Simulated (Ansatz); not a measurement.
# Zr3S2 (R32) in Ansatz: further runs, part 2 of 2

Ansatz 0.2.0.

### Step 5. Projected density of states, r2SCAN+U

Input file input.yaml:

```yaml
crystal:
  lattice:
    - [2.9025379727, 1.6757810799, 3.4877732718]
    - [-2.9025379727, 1.6757810799, 3.4877732718]
    - [0.0, -3.3515621597, 3.4877732718]
  atoms:
    - { symbol: Zr, position: [0.838727, 0.5, 0.161273] }
    - { symbol: Zr, position: [0.5, 0.161273, 0.838727] }
    - { symbol: Zr, position: [0.161273, 0.838727, 0.5] }
    - { symbol: S, position: [0.665023, 0.665023, 0.665023] }
    - { symbol: S, position: [0.334977, 0.334977, 0.334977] }
hamiltonian:
  xc: r2scan
  pseudopotentials: { kind: paw }
  hubbard: { sites: [{ species: Zr, l: d, u_eff: 8.0 }] }
kpoints:
  mp_grid: { grid: [6, 6, 6] }
scf:
  occupations: { method: fermi_dirac, width: 0.05 }
  n_extra_bands: 12
output:
  forces: true
  stress: true
  eigenvalues: true
  dos: { projected: true, de: 0.05, nscf_kmesh: { grid: [9, 9, 9] } }
  write_density: true
  write_potential: true
  elf: true
  volumetric_format: npy
```

Potentials or basis: Ansatz PAW.

On the command line:

```
ansatz run input.yaml --threads 2 --pin off --max-ram 5632MiB --backend cpu --events-out ev --progress --plain --runs-dir out
```

Log:

```text
Warning: RAYON_NUM_THREADS=2 ignored (pool sized by the plan → 2); use --threads N
Zr: projections on atomic orbitals take those of the free atom [Ar 3d10] 4s2 4p6 4d2 5s2, of charge +0.00 (hamiltonian.pseudopotentials.projection_atoms); the dataset's partial waves leave at most 4.4e-6 of an orbital's norm unspanned inside its sphere
S: projections on atomic orbitals take those of the free atom [Ne] 3s2 3p4, of charge +0.00 (hamiltonian.pseudopotentials.projection_atoms); the dataset's partial waves leave at most 1.6e-7 of an orbital's norm unspanned inside its sphere
scf.n_extra_bands = 12 over 24 filled bands (N_el = 48.0): the run solves 36 bands
Engine: ansatz 0.2.0, aarch64-unknown-linux-gnu
Pseudopotentials: kind: paw
Pseudopotential: Zr, paw, valence charge 12, recommended cutoff 500 eV (meta_gga), Zr.paw.azcp
Pseudopotential: S, paw, valence charge 6, recommended cutoff 500 eV (meta_gga), S.paw.azcp
Functional definition: r2SCAN
  parameter k0 = 0.174
  parameter k1 = 0.065
  parameter a1 = 4.9479
  exchange = r2scan_x(k0 = k0, k1 = k1, a1 = a1)
  correlation = r2scan_c
Crystal: 5 atoms, lattice volume = 101.788 Å³
Basis set: ecut = 500 eV, 2593 PW (Γ), exchange–correlation on 144×144×144 points (64 copies of the dense FFT grid, shifted against one another)
Bands: 36, of which v1, the nominal top of the filled ones, is band 24 counted from 1 (23 counted from 0)
Symmetry: 6 space group operations
Space group: R32 (ITA 155), of the structure as read, at distance tolerance 4.7e-5 Å
k-points: 32 of 216 (time reversal used)
Non-local potential: Zr, projectors of the file, l = 0: 3, l = 1: 2, l = 2: 2, l = 3: 2
Non-local potential: S, projectors of the file, l = 0: 2, l = 1: 2, l = 2: 2
PAW form: soft (Blöchl's): semilocal exchange-correlation on the pseudo side does not see the compensation charge
PAW frozen core: Zr, regenerated for the run's functional (the file was generated under x = pbe(κ = 0.804, μ = 0.2195149727645171), c = pbe(β = 0.06672455060314922))
PAW frozen core: S, regenerated for the run's functional (the file was generated under x = pbe(κ = 0.804, μ = 0.2195149727645171), c = pbe(β = 0.06672455060314922))
PAW one-centre angular grid: Zr, 590 points (default); XC on 160 Gauss nodes
PAW one-centre angular grid: S, 302 points (default); XC on 160 Gauss nodes
Initial density: superposition of atomic densities (chi_scale 0.1, normalization cell, long waves of neutral atoms under a Hubbard term (reshape's long-wave potential 0.00 eV rms, cloud 2.80 Å wide))
Initial wavefunctions: pseudopotential atomic-orbital guess
Functional: x = r2scan, c = r2scan; τ floored in thin density (d = 2e-4 eV/Å³)
iter 1 solved again at ethr=2.63e-3 eV; its pass at ethr=3.10e-3 eV (dr2=1.26e0 eV) is discarded
SCF iter   1: F=—  HF=-14376.340246 eV  |F-HF|=—  |Δ(HF+E_count)|=         —  Δρ=3.38e-2  dr2=1.26e0  dr2_τ=6.53e-2  ethr=2.63e-3  ⟨swp⟩=1.2  Hψ=6665  notcnv=0
preconditioner: auto → Kerker (q_TF=auto, 2.407 Å⁻¹)  [metal: Δε(μ)=0.012 eV  Ē_g=9.047 eV  σ=0.050 eV  W_gap=0.06  n_scr=20 (ndim 8)  ℏωp=18.0 eV  f_vac=0.000  D(μ)=1.90/eV (n_scr^D=14)]
SCF iter   2: F=—  HF=-14377.640068 eV  |F-HF|=—  |Δ(HF+E_count)|=    1.30e0  Δρ=2.28e-2  dr2=5.53e-1  dr2_τ=2.10e-2  ethr=2.63e-3  ⟨swp⟩=2.1  Hψ=1805  notcnv=0  defer=3
SCF iter   3: F=—  HF=-14378.500645 eV  |F-HF|=—  |Δ(HF+E_count)|=   8.61e-1  Δρ=8.07e-3  dr2=9.57e-2  dr2_τ=3.71e-3  ethr=1.15e-3  ⟨swp⟩=3.2  Hψ=2396  notcnv=0  defer=70
SCF iter   4: F=—  HF=-14378.618958 eV  |F-HF|=—  |Δ(HF+E_count)|=   1.18e-1  Δρ=6.14e-3  dr2=3.21e-2  dr2_τ=9.21e-4  ethr=1.99e-4  ⟨swp⟩=3.1  Hψ=1977  notcnv=0  defer=70
SCF iter   5: F=—  HF=-14378.746032 eV  |F-HF|=—  |Δ(HF+E_count)|=   1.27e-1  Δρ=7.20e-3  dr2=4.82e-2  dr2_τ=9.40e-4  ethr=6.68e-5  ⟨swp⟩=2.7  Hψ=2137  notcnv=0  defer=78
[...]
SCF 1 converged in 35 iterations: F = -14379.006429 eV  dr2 = 2.74e-8
[...]
SCF iter   6: F=—  HF=-14380.161810 eV  |F-HF|=—  |Δ(HF+E_count)|=   6.71e-2  Δρ=1.31e-3  dr2=1.15e-3  dr2_τ=5.05e-5  ethr=9.30e-6  ⟨swp⟩=3.1  Hψ=2462  notcnv=0  defer=89
SCF iter   7: F=—  HF=-14380.176697 eV  |F-HF|=—  |Δ(HF+E_count)|=   1.49e-2  Δρ=9.57e-4  dr2=6.92e-4  dr2_τ=1.62e-5  ethr=2.39e-6  ⟨swp⟩=2.7  Hψ=2296  notcnv=0  defer=133
SCF iter   8: F=—  HF=-14380.183219 eV  |F-HF|=—  |Δ(HF+E_count)|=   6.52e-3  Δρ=4.35e-4  dr2=1.50e-4  dr2_τ=9.37e-6  ethr=1.44e-6  ⟨swp⟩=3.3  Hψ=2310  notcnv=0  defer=132
SCF iter   9: F=—  HF=-14380.183841 eV  |F-HF|=—  |Δ(HF+E_count)|=   6.21e-4  Δρ=3.27e-4  dr2=1.03e-4  dr2_τ=3.95e-6  ethr=3.13e-7  ⟨swp⟩=2.8  Hψ=1950  notcnv=0  defer=130
SCF iter  10: F=—  HF=-14380.184153 eV  |F-HF|=—  |Δ(HF+E_count)|=   3.12e-4  Δρ=2.36e-4  dr2=3.74e-5  dr2_τ=3.40e-6  ethr=2.16e-7  ⟨swp⟩=3.0  Hψ=1928  notcnv=0  defer=130
SCF iter  11: F=—  HF=-14380.184460 eV  |F-HF|=—  |Δ(HF+E_count)|=   3.07e-4  Δρ=1.70e-4  dr2=2.75e-5  dr2_τ=2.11e-6  ethr=7.79e-8  ⟨swp⟩=3.0  Hψ=2136  notcnv=0  defer=153
SCF iter  12: F=—  HF=-14380.184624 eV  |F-HF|=—  |Δ(HF+E_count)|=   1.64e-4  Δρ=7.98e-5  dr2=6.24e-6  dr2_τ=2.69e-7  ethr=5.73e-8  ⟨swp⟩=3.0  Hψ=2028  notcnv=0  defer=153
SCF iter  13: F=—  HF=-14380.184666 eV  |F-HF|=—  |Δ(HF+E_count)|=   4.17e-5  Δρ=2.17e-5  dr2=4.30e-7  dr2_τ=9.85e-9  ethr=1.30e-8  ⟨swp⟩=3.0  Hψ=2082  notcnv=0  defer=154
SCF iter  14: F=-14380.184669 eV  HF=-14380.184669 eV  |F-HF|=1.71e-8  |Δ(HF+E_count)|=   3.76e-6  Δρ=3.04e-6  dr2=6.27e-9  dr2_τ=9.73e-10  ethr=2.08e-10  ⟨swp⟩=15.0  Hψ=9399  notcnv=0
SCF 2 converged in 14 iterations: F = -14380.184669 eV  dr2 = 6.27e-9
The result is that of the SCF that stage 1 started: 1.2 eV lower in free energy than the state whose close was followed first; 35 iterations were spent on what was left
NSCF: frozen V_eff on 85 k-points
SCF converged after 14 iterations
Free energy (F): -14380.184669 eV
Harris-Foulkes:  -14380.184669 eV  (|F-HF|=1.71e-8)
Internal energy: -14380.179576 eV  (E = F + TS)
E sigma→0 (E₀):  -14380.182122 eV
Entropy (-TS):   -0.005094 eV (-1.019 meV/atom)
Fermi energy:    14.150127 eV
--- Per-component energies (eV) ---
  E_band       = -320.990658
  E_kinetic    = 1232.527310
  E_local      = -2264.109485  (includes V_loc(G=0)·N_el)
  E_nonlocal   = 298.268477
  E_hartree    = 727.678072
  E_xc         = -657.159254
  E_vxc        = -829.483407  (∫ρ·V_xc dr)
  E_hubbard    = 15.015982  (on-site DFT+U / exact-exchange correction)
  E_vhub       = -4.531221  (the Hubbard potential's part of the band-sum identity)
  E_paw        = -10133.504299  (= ΣΔE_a)
  E_vpaw       = -254.446046  (= ΣTr[D̂ρ^β])
  E_aug_tail   = 0.000030  (compensation charges beyond the density's cutoff)
  E_vtau       = 45.426980  (kinetic-family band-sum trace: ∫τ·v_τ [+ j·A + Jᵃ·Aᵃ] dr)
  E_ewald      = -3598.182649
  E_core_change = -0.713758  (= ΣΔE_core)
  E_smearing   = -0.005094  (= −TS)
  E_closure    = -0.000000  (closes the sum)
  Σ components = -14380.184669   (vs F -14380.184669, Δ=0.00e0)
--- Forces (eV/Å), atoms counted from 1 ---
  atom   1  Zr     0.41093516     0.71176058    -0.00000000
  atom   2  Zr     0.41093516    -0.71176058     0.00000000
  atom   3  Zr    -0.82187032     0.00000000     0.00000000
  atom   4  S      0.00000000    -0.00000000    -1.86389145
  atom   5  S     -0.00000000     0.00000000     1.86389145
  max |Σ_I F_I| component: 4.44e-16 eV/Å
--- Stress (GPa, compression-positive) ---
       26.547103       0.000000      -0.000000
        0.000000      26.547103      -0.000000
        0.000000      -0.000000      16.632167
  P = ⅓ Tr σ = 23.2421 GPa (232.421 kbar)
--- Band table (eV; the first three rows and the last of 32) ---
  k-point 0: bands = ["-38.0609", "-37.9790", "-37.9790", "-15.9812", "-15.8312", "-15.8312", "-15.4207", "-15.4207", "-15.3383", "-15.0846", "-14.8495", "-14.8495", "-2.4015", "-0.6772", "6.7536", "7.4641", "7.4641", "8.7865", "8.7865", "8.9904", "9.7860", "12.4507", "12.4507", "12.5305", "16.1562", "16.1562", "16.9727", "16.9727", "17.5103", "17.5494", "18.2444", "18.2444", "18.7387", "18.7387", "18.7558", "19.4355"]
  k-point 1: bands = ["-38.0549", "-37.9836", "-37.9737", "-15.9999", "-15.8349", "-15.8123", "-15.4604", "-15.3864", "-15.3377", "-15.0781", "-14.8772", "-14.8426", "-2.2764", "-0.7350", "6.7613", "7.3272", "7.6452", "8.5392", "8.6766", "8.9661", "10.0663", "12.0630", "12.3935", "13.0349", "15.8077", "16.0874", "16.2236", "16.8617", "17.4164", "17.8666", "17.9625", "18.3921", "18.6187", "18.7608", "19.2095", "19.4801"]
  k-point 2: bands = ["-38.0369", "-37.9942", "-37.9680", "-16.0223", "-15.8358", "-15.7967", "-15.4929", "-15.3665", "-15.3360", "-15.0619", "-14.9351", "-14.8280", "-1.9662", "-0.9134", "6.8682", "7.1434", "7.7415", "8.1268", "8.4982", "9.1541", "10.4557", "11.6528", "12.1463", "13.8019", "15.1803", "15.4880", "15.7921", "16.6388", "17.1850", "17.8971", "18.0446", "18.3494", "18.6522", "19.2839", "19.3277", "19.5295"]
  k-point 31: bands = ["-38.0430", "-37.9918", "-37.9918", "-16.0276", "-15.8338", "-15.8338", "-15.6747", "-15.2871", "-15.2871", "-15.0993", "-14.8445", "-14.8445", "-1.1851", "-0.9537", "5.7760", "7.2859", "7.2859", "8.4879", "8.4879", "8.5628", "10.8382", "11.6216", "11.6216", "13.9130", "15.4727", "15.4727", "16.9334", "16.9334", "17.0213", "17.1101", "17.1101", "17.8401", "17.8401", "18.3668", "18.8877", "19.9069"]
Occupation matrices written to <dir>
```

It took 2.2 min on 2 threads of Arm Neoverse V2, shared host; peak memory 0.81 GiB.

Results:

```
Free energy                          : -14380.1847 eV
Pressure                             : 23.2 GPa
Largest force                        : 1.864 eV/Å
Band gap on the k mesh               : none (metal or under the smearing width)
Density of states at the Fermi level : 0.04 states/eV per cell
```

Forces on the atoms (eV/Å):
```
Zr   0.411  0.712  0.000
Zr   0.411 -0.712  0.000
Zr  -0.822  0.000  0.000
S    0.000  0.000 -1.864
S    0.000  0.000  1.864
```

States per cell in windows of 1 eV (zero at the Fermi level; states under -8 eV left out):
```
from (eV)  total  Zr 4d  S 3p  Zr 5s  S 3s  Zr 4p  Zr 4s
     -8.0   3.46   0.76  2.17   0.39  0.04   0.05   0.04
     -7.0   3.48   0.78  2.41   0.17  0.03   0.06   0.01
     -6.0   3.21   0.69  2.34   0.07  0.02   0.05   0.00
     -5.0   1.84   0.45  1.32   0.02  0.00   0.02   0.00
     -4.0   2.27   1.72  0.34   0.13  0.02   0.01   0.00
     -3.0   3.30   2.39  0.60   0.17  0.03   0.01   0.00
     -2.0   0.43   0.29  0.08   0.04  0.01   0.00   0.00
     -1.0   1.94   1.04  0.17   0.45  0.03   0.01   0.00
      0.0   1.48   0.93  0.07   0.29  0.02   0.01   0.00
      1.0   3.22   2.46  0.11   0.26  0.05   0.01   0.00
      2.0   4.90   3.80  0.20   0.29  0.09   0.01   0.00
      3.0   4.61   3.36  0.23   0.27  0.17   0.00   0.00
      4.0   5.77   4.16  0.32   0.35  0.20   0.00   0.01
      5.0   4.02   2.53  0.30   0.36  0.06   0.00   0.01
      6.0   0.00   0.00  0.00   0.00  0.00   0.00   0.00
      7.0   0.00   0.00  0.00   0.00  0.00   0.00   0.00
```

Eigenvalues of the final occupation matrices:
| site | spin | trace | eigenvalues |
| --- | --- | --- | --- |
| site 1 | 1 | 1.44 | 0.11 0.12 0.18 0.18 0.85 |
| site 2 | 1 | 1.44 | 0.11 0.12 0.18 0.18 0.85 |
| site 3 | 1 | 1.44 | 0.11 0.12 0.18 0.18 0.85 |

Caveat: the magnetic or orbital state may not be the lowest; U without spin polarisation on a metal has little footing; the PAW data sets come from PBE, with cores solved anew for the run's functional, which leaves a small shift of forces and pressure; forces of over 1 eV/Å show positions far from the minimum, so gaps and moduli don't describe the material at rest; the density of states is complete only up to the lowest level of the last band computed.
